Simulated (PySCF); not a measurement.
# C4H5BF2: the cost of one run

Computed with PySCF 2.14.0, with density-fitted response routines of our own, on a single molecule in the gas phase. Atoms count from 0, in the outputs and in this text.

**1. Starting geometry**

12 atoms, charge 0, multiplicity 1; geometry from: GFN2-xTB. The atoms were then displaced at random by about 0.01 Å, so the start is not that level's minimum.

Bonds of the start (Å): F0–B1 1.32, B1–F2 1.31, B1–C3 1.56, C3–C4 1.51, C4–C5 1.31, C5–C6 1.51, C6–C4 1.49, C3–H7 1.09, C3–H8 1.08, C5–H9 1.05, C6–H10 1.09, C6–H11 1.08.

**2. Optimising the geometry at PBE0-D3(BJ)/def2-SVP**

The job: settings as JSON, then the geometry in Å.

```
{"job": {"xc": "PBE0", "basis": "def2-SVP", "d3": "d3bj", "grid": 1, "shake": 0.01, "kind": "geom"}, "charge": 0, "multiplicity": 1}
F      2.744560     0.814420     0.725800
B      1.877100    -0.141670     0.456800
F      1.896020    -1.123680     1.321110
C      0.911110    -0.099980    -0.772030
C     -0.478220     0.178670    -0.260410
C     -1.475350     0.991670    -0.021580
C     -1.636000    -0.432730     0.457700
H      1.174460     0.672140    -1.494530
H      0.849410    -1.066220    -1.252650
H     -1.937640     1.936560    -0.073850
H     -1.590130    -0.654330     1.526390
H     -2.295630    -1.103110    -0.077650
```

Started as:

```bash
OMP_NUM_THREADS=1 python probes_run.py task.json out
```

The driver reads the jobs from task.json and runs them one after another.

Q: Estimate the wall time and peak memory of this first job on 1 thread of Arm Neoverse N1, shared host.

About 84 s, with a peak of 0.51 GiB.
